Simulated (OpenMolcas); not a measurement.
**Tc²⁺ among point charges: CASSCF levels and susceptibility**

Aim: the splitting of the states of Tc²⁺ in the field of 5 point charges, its lowest levels with spin-orbit coupling and its magnetic susceptibility.

Method: state-averaged CASSCF, spin-orbit coupling by RASSI with atomic mean-field integrals. Code: OpenMolcas 26.06.

1 further run of the same task is left out (it didn't finish).

### 1 Starting point

```
Species                           : Tc²⁺ (technetium, Z = 43, 41 electrons)
Basis                             : ANO-RCC-VDZP [6s5p3d1f], 43 functions
Scalar Hamiltonian                : DKH2, point nucleus
Inactive shells                   : 1s 2s 2p 3s 3p 3d 4s 4p
Active space                      : 5 electrons in 5 orbitals (4d)
Some configurations of this space : 4d⁵
Orbitals                          : optimised for each spin and parity, averaged over all roots
```

The outer shells:

4d5
```
4d [↑ ][↑ ][↑ ][↑ ][↑ ]
```

The ion sits among 5 point charges of -2 e arranged as a trigonal bipyramid (D3h), 2.01 Å from the ion, with the axial distance 2.131 Å. The active orbitals were held to one l.

The work runs as a chain of OpenMolcas steps in one folder; each step below is one input file. Labels, J, g values, rates, χT and fits are worked out afterwards by a script from the matrices that RASSI stores.

### 2 Basis and integrals

a.inp

```
&GATEWAY
Coord
1

Tc 0.0 0.0 0.0
Basis=ANO-RCC-VDZP
Group=NoSym
NoMove
AngMom=0.0 0.0 0.0
AMFI
XField
5 Angstrom 0
2.010000 0.000000 0.000000 -2.000000
-1.005000 1.740711 0.000000 -2.000000
-1.005000 -1.740711 0.000000 -2.000000
0.000000 0.000000 2.130600 -2.000000
0.000000 0.000000 -2.130600 -2.000000
&SEWARD
```

Started as:

```
$ OMP_NUM_THREADS=1 MOLCAS_MEM=1689 MOLCAS_PROJECT=a pymolcas a.inp > a.log
```

### 3 Reference wave functions, sextets, 1 root

a.inp

```
&RASSCF
FileOrb=start.orb
Symmetry=1
Spin=6
nActEl=5 0 0
Inactive=18
Ras2=5
CIRoot=1 1 1
SDav=1
CIMx=300
Iter=120 100
PrWF=0.3
OrbListing=Nothing
MaxOrb=0
SupSym
1
15 10 11 12 13 14 19 20 21 22 23 32 33 34 35 36
>>> COPY $Project.JobIph JOB001
```

start.orb holds the contracted functions of the basis, ordered by shell, or the orbitals of the step before.

### 4 Reference wave functions, quartets, 24 roots

a.inp

```
&RASSCF
FileOrb=start.orb
Symmetry=1
Spin=4
nActEl=5 0 0
Inactive=18
Ras2=5
CIRoot=24 24 1
SDav=24
CIMx=300
Iter=120 100
PrWF=0.3
OrbListing=Nothing
MaxOrb=0
SupSym
1
15 10 11 12 13 14 19 20 21 22 23 32 33 34 35 36
>>> COPY $Project.JobIph JOB002
```

### 5 CASSCF: doublets, 75 roots

a.inp

```
&RASSCF
FileOrb=start.orb
Symmetry=1
Spin=2
nActEl=5 0 0
Inactive=18
Ras2=5
CIRoot=75 75 1
SDav=75
CIMx=300
Iter=120 100
PrWF=0.3
OrbListing=Nothing
MaxOrb=0
SupSym
1
15 10 11 12 13 14 19 20 21 22 23 32 33 34 35 36
>>> COPY $Project.JobIph JOB003
```

### 6 RASSI: spin-orbit coupling between the states

a.inp

```
&RASSI
NrOfJobIphs=3 1 24 75
1
1 2 3 4 5 6 7 8 9 10 11 12 13 14 15 16 17 18 19 20 21 22 23 24
1 2 3 4 5 6 7 8 9 10 11 12 13 14 15 16 17 18 19 20 21 22 23 24 25 26 27
28 29 30 31 32 33 34 35 36 37 38 39 40 41 42 43 44 45 46 47 48 49 50 51
52 53 54 55 56 57 58 59 60 61 62 63 64 65 66 67 68 69 70 71 72 73 74 75
IphNames
JOB001
JOB002
JOB003
EJob
SpinOrbit
DIPRint=1.0
SOCoupling=1000.0
Subsets=2
Property=9
'ANGMOM' 1 'ANGMOM' 2 'ANGMOM' 3 'MLTPL  1' 1 'MLTPL  1' 2 'MLTPL  1' 3
'AMFI' 1 'AMFI' 2 'AMFI' 3
SOProperty=3
'ANGMOM' 1 'ANGMOM' 2 'ANGMOM' 3
```

**Question.** What will these runs give? Wanted: spin-free ground state; lowest level; next level.

As calculated:

| quantity | value |
| --- | --- |
| method | CASSCF |
| spin-free ground state | 6A1, 1-fold in its orbital part |
| lowest level | 2-fold E1/2, g = 0.00, 0.00, 10.00 |
| next level | 10.3 cm⁻¹ |
| χT at 300 K | 4.37 cm³ K/mol |
| effective moment at 300 K | 5.91 μB |

**Reading.** The spin-free ground state (6A1) comes to 100 % from free-ion S terms and keeps the highest spin of the shell. χT at 300 K is 4.37, against 4.39 cm³ K/mol for the spin alone, as a half-filled shell (L = 0) has no orbital moment. An active space of the d shell alone favours high spin; real ions in strong fields can be low spin. The field of point charges can differ much from that of real complexes. With metal d orbitals alone active, the gaps between spin states are rough; where two lie within a few thousand cm-1, their order is open. Point charges carry no covalency, so the field is a model and not that of real ligands.
